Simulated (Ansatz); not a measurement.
# ZnIr2O4: further runs on the relaxed cell

Aim: for ZnIr2O4, relax it again with other functionals.

Computed with Ansatz 0.2.0 (DFT PBE, scalar-relativistic, plane waves, PAW, unless a step's input says otherwise).

1 further run of the same task is left out (set aside as unsound or not needed).

### 1 The system as given

It takes space group Fd-3m (No. 227, cubic). The conventional cell has a = 8.730 Å, b = 8.730 Å, c = 8.730 Å, α = 90.00°, β = 90.00°, γ = 90.00°. Zn (site symmetry -43m) has 4 O at 2.07 Å as nearest neighbours. Ir (site symmetry -3m) is surrounded by 6 O at 2.09 Å. Around O (site symmetry 3m) lie 1 Zn at 2.07 Å and 3 Ir at 2.09 Å.

Structure file:

```xyz
14
Lattice="0.0000 4.3648 4.3648 4.3648 0.0000 4.3648 4.3648 4.3648 0.0000" Properties=species:S:1:pos:R:3 pbc="T T T"
Zn    6.5472    6.5472    6.5472
Zn    4.3648    4.3648    4.3648
Ir    3.2736    3.2736    1.0912
Ir    3.2736    1.0912    3.2736
Ir    1.0912    3.2736    3.2736
Ir    1.0912    1.0912    1.0912
O     5.5578    5.5578    3.1719
O     5.5578    3.1719    5.5578
O     3.1719    5.5578    5.5578
O     3.1719    3.1719    3.1719
O     5.3543    5.3543    7.7402
O     5.3543    7.7402    5.3543
O     7.7402    5.3543    5.3543
O     7.7402    7.7402    7.7402
```

It goes back to an entry of the Materials Project, which need not be the stable form.

This cell was relaxed beforehand with the same method: volume 11.88 Å³/atom, gap on the mesh 0.46 eV.

### 2 The cell under PBEsol

input.yaml reads:

```yaml
crystal:
  lattice:
    - [0.0, 4.3648232371, 4.3648232371]
    - [4.3648232371, 0.0, 4.3648232371]
    - [4.3648232371, 4.3648232371, 0.0]
  atoms:
    - { symbol: Zn, position: [0.75, 0.75, 0.75] }
    - { symbol: Zn, position: [0.5, 0.5, 0.5] }
    - { symbol: Ir, position: [0.125, 0.125, 0.625] }
    - { symbol: Ir, position: [0.125, 0.625, 0.125] }
    - { symbol: Ir, position: [0.625, 0.125, 0.125] }
    - { symbol: Ir, position: [0.125, 0.125, 0.125] }
    - { symbol: O, position: [0.363345445, 0.363345445, 0.9099636649] }
    - { symbol: O, position: [0.363345445, 0.9099636649, 0.363345445] }
    - { symbol: O, position: [0.9099636649, 0.363345445, 0.363345445] }
    - { symbol: O, position: [0.363345445, 0.363345445, 0.363345445] }
    - { symbol: O, position: [0.886654555, 0.886654555, 0.3400363351] }
    - { symbol: O, position: [0.886654555, 0.3400363351, 0.886654555] }
    - { symbol: O, position: [0.3400363351, 0.886654555, 0.886654555] }
    - { symbol: O, position: [0.886654555, 0.886654555, 0.886654555] }
basis:
  ecutwfc: 420
kpoints:
  mp_grid: { grid: [8, 8, 8] }
hamiltonian:
  xc: pbesol
scf:
  occupations: { method: gaussian, width: 0.02 }
output:
  forces: true
  stress: true
  eigenvalues: true
relax:
  adjacent_minimum: "off"
  f_tol: 0.005
  max_steps: 50
  cell: { stress_tol: 0.05 }
```

Launch:

```console
$ ansatz run input.yaml --threads 4 --pin off --max-ram 10240MiB --backend cpu --events-out ev --progress --plain --runs-dir out
```

### 3 The cell under PBE+D3(BJ)

Edit input.yaml of step 2 so:

```diff
@@ -25,3 +25,4 @@
 hamiltonian:
-  xc: pbesol
+  xc: pbe
+  dispersion: d3bj
 scf:
```

### 4 Relaxing with LDA

Edit input.yaml of step 3 so:

```diff
@@ -25,4 +25,3 @@
 hamiltonian:
-  xc: pbe
-  dispersion: d3bj
+  xc: lda
 scf:
```

### 5 Relaxing with r2SCAN

Edit input.yaml of step 4 so:

```diff
@@ -21,3 +21,3 @@
 basis:
-  ecutwfc: 420
+  ecutwfc: 500
 kpoints:
@@ -25,3 +25,3 @@
 hamiltonian:
-  xc: lda
+  xc: r2scan
 scf:
@@ -32,2 +32,6 @@
   eigenvalues: true
+  write_density: true
+  write_potential: true
+  elf: true
+  volumetric_format: npy
 relax:
```

(Steps that only read results are left out.)

Before running it: what results should come out?

As calculated:

The volumes rise in the order LDA, PBEsol, r2SCAN, PBE+D3(BJ), PBE, over 7.2 %. Spin-orbit coupling is left out, which matters for the bands of Ir.
